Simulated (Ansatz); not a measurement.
# InP: a surface, (110), 4 layers

What do the surfaces of InP (110), 4 layers cost, and how tightly do they hold an electron? The runs shown use LAPW. Companion runs by PAW are cited. Its runs: bulk in the slab's orientation (LAPW); the reference run (LAPW); at the positions relaxed by PAW (LAPW); vacuum of 13 Å (LAPW).

Method: DFT, PBE, all-electron LAPW, scalar-relativistic, in Ansatz 0.2.0.

**1. The structure to begin with**

It takes space group F-43m (No. 216, cubic). Conventional cell: a = 5.959 Å, b = 5.959 Å, c = 5.959 Å, α = 90.00°, β = 90.00°, γ = 90.00°. In (site symmetry -43m) is surrounded by 4 P at 2.58 Å. Around P (site symmetry -43m) lie 4 In at 2.58 Å.

As a file:

```cif
data_structure
_symmetry_space_group_name_H-M 'F-43m'
_symmetry_Int_Tables_number 216
_cell_length_a 5.9595
_cell_length_b 5.9595
_cell_length_c 5.9595
_cell_angle_alpha 90.000
_cell_angle_beta 90.000
_cell_angle_gamma 90.000
_cell_volume 211.65
loop_
_atom_site_label
_atom_site_type_symbol
_atom_site_symmetry_multiplicity
_atom_site_Wyckoff_symbol
_atom_site_fract_x
_atom_site_fract_y
_atom_site_fract_z
_atom_site_occupancy
In1 In 4 a 0.00000 0.00000 0.00000 1
P1 P 4 c 0.75000 0.75000 0.25000 1
```

The file gives the conventional cell by its symmetry; the runs use the cell typed in the input.

Atoms are numbered in the order of the input: In1, In2, P3, P4.

**2. Bulk in the slab's orientation, LAPW**

Input file input.yaml:

```yaml
crystal:
  lattice:
    - [-2.9797366548, 2.9797366548, 0.0]
    - [0.0, 0.0, 5.9594733095]
    - [2.9797366548, 2.9797366548, 0.0]
  atoms:
    - { symbol: In, position: [0.0, 0.0, 0.0] }
    - { symbol: In, position: [0.5, 0.5, 0.5] }
    - { symbol: P, position: [0.0, 0.25, 0.5] }
    - { symbol: P, position: [0.5, 0.75, 0.0] }
kpoints:
  mp_grid: { grid: [6, 5, 6] }
scf:
  occupations: { method: fermi_dirac, width: 0.02 }
hamiltonian:
  xc: pbe
  pseudopotentials: { kind: all_electron, lapw: { basis_error: 0.001 } }
output:
  forces: true
  stress: true
  eigenvalues: true
```

Command:

```sh
> ansatz run input.yaml --threads 3 --pin off --max-ram 8192MiB --backend cpu --events-out ev --progress --plain --runs-dir out
```

**4. Slab as cut, LAPW**

Input file input.yaml:

```yaml
crystal:
  lattice:
    - [4.2139839895, 0.0, 0.0]
    - [0.0, 5.9594733095, 0.0]
    - [0.0, 0.0, 22.321]
  atoms:
    - { symbol: In, position: [0.0, 0.875, 0.3584074194] }
    - { symbol: P, position: [0.5, 0.625, 0.3584074194] }
    - { symbol: In, position: [0.5, 0.375, 0.4528024727] }
    - { symbol: P, position: [0.0, 0.125, 0.4528024727] }
    - { symbol: In, position: [0.0, 0.875, 0.5471975267] }
    - { symbol: P, position: [0.5, 0.625, 0.5471975267] }
    - { symbol: In, position: [0.5, 0.375, 0.6415925806] }
    - { symbol: P, position: [0.0, 0.125, 0.6415925806] }
kpoints:
  mp_grid: { grid: [6, 5, 1] }
scf:
  occupations: { method: fermi_dirac, width: 0.02 }
hamiltonian:
  xc: pbe
  pseudopotentials: { kind: all_electron, lapw: { basis_error: 0.001 } }
output:
  forces: true
  stress: true
  eigenvalues: true
  populations: true
  dos: { projected: true, de: 0.2, e_range: [-14, 8] }
efield:
  axis: 3
  amplitude: 0
  dipole_correction: true
```

**5. At the positions relaxed by PAW, LAPW**

Input file input.yaml:

```yaml
crystal:
  lattice:
    - [4.2139839895, 0.0, 0.0]
    - [0.0, 5.9594733095, 0.0]
    - [0.0, 0.0, 22.321]
  atoms:
    - { symbol: In, position: [0.0, 0.8306228423, 0.3795078152] }
    - { symbol: P, position: [0.5, 0.6231208331, 0.3475683037] }
    - { symbol: In, position: [0.5, 0.3982495645, 0.4465324464] }
    - { symbol: P, position: [0.0, 0.1480043267, 0.4557465487] }
    - { symbol: In, position: [0.0, 0.8982489786, 0.553467619] }
    - { symbol: P, position: [0.5, 0.6480040725, 0.5442545772] }
    - { symbol: In, position: [0.5, 0.3306242134, 0.620491306] }
    - { symbol: P, position: [0.0, 0.1231251689, 0.6524313827] }
kpoints:
  mp_grid: { grid: [6, 5, 1] }
scf:
  occupations: { method: fermi_dirac, width: 0.02 }
hamiltonian:
  xc: pbe
  pseudopotentials: { kind: all_electron, lapw: { basis_error: 0.001 } }
output:
  forces: true
  stress: true
  eigenvalues: true
efield:
  axis: 3
  amplitude: 0
  dipole_correction: true
```

**6. Vacuum of 13 Å, LAPW**

Input file input.yaml:

```yaml
crystal:
  lattice:
    - [4.2139839895, 0.0, 0.0]
    - [0.0, 5.9594733095, 0.0]
    - [0.0, 0.0, 19.8048]
  atoms:
    - { symbol: In, position: [0.0, 0.8306228423, 0.3641994589] }
    - { symbol: P, position: [0.5, 0.6231208331, 0.3282020322] }
    - { symbol: In, position: [0.5, 0.3982495645, 0.43973957] }
    - { symbol: P, position: [0.0, 0.1480043267, 0.450124324] }
    - { symbol: In, position: [0.0, 0.8982489786, 0.5602608572] }
    - { symbol: P, position: [0.5, 0.6480040725, 0.5498772984] }
    - { symbol: In, position: [0.5, 0.3306242134, 0.6357999041] }
    - { symbol: P, position: [0.0, 0.1231251689, 0.6717979678] }
kpoints:
  mp_grid: { grid: [6, 5, 1] }
scf:
  occupations: { method: fermi_dirac, width: 0.02 }
hamiltonian:
  xc: pbe
  pseudopotentials: { kind: all_electron, lapw: { basis_error: 0.001 } }
output:
  forces: true
  stress: true
  eigenvalues: true
efield:
  axis: 3
  amplitude: 0
  dipole_correction: true
```

(Steps that only read results are left out.)

What does the calculation give? Wanted: surface energy; work function (for each run or level that gives them).

**Answer**, as computed:

```
                      quantity      value
surface energy (LAPW, relaxed)  0.57 J/m²
 work function (LAPW, relaxed)    4.63 eV
 surface energy (PAW, relaxed)  0.57 J/m²
  work function (PAW, relaxed)    4.64 eV
```

By LAPW the surface costs 0.92 J/m² as cut and 0.57 J/m² relaxed. Vacuum of 13 Å moves the work function by less than 0.01 eV (LAPW). Vacuum of 13 Å moves the work function by less than 0.01 eV (PAW). With a gap the Fermi level lies anywhere inside it, so the work function printed is no measured quantity. Thickness wasn't converged, and no reconstruction was sought.

These are semilocal Kohn-Sham gaps, which aren't the measured quantity. Such gaps usually fall short of the measured ones.
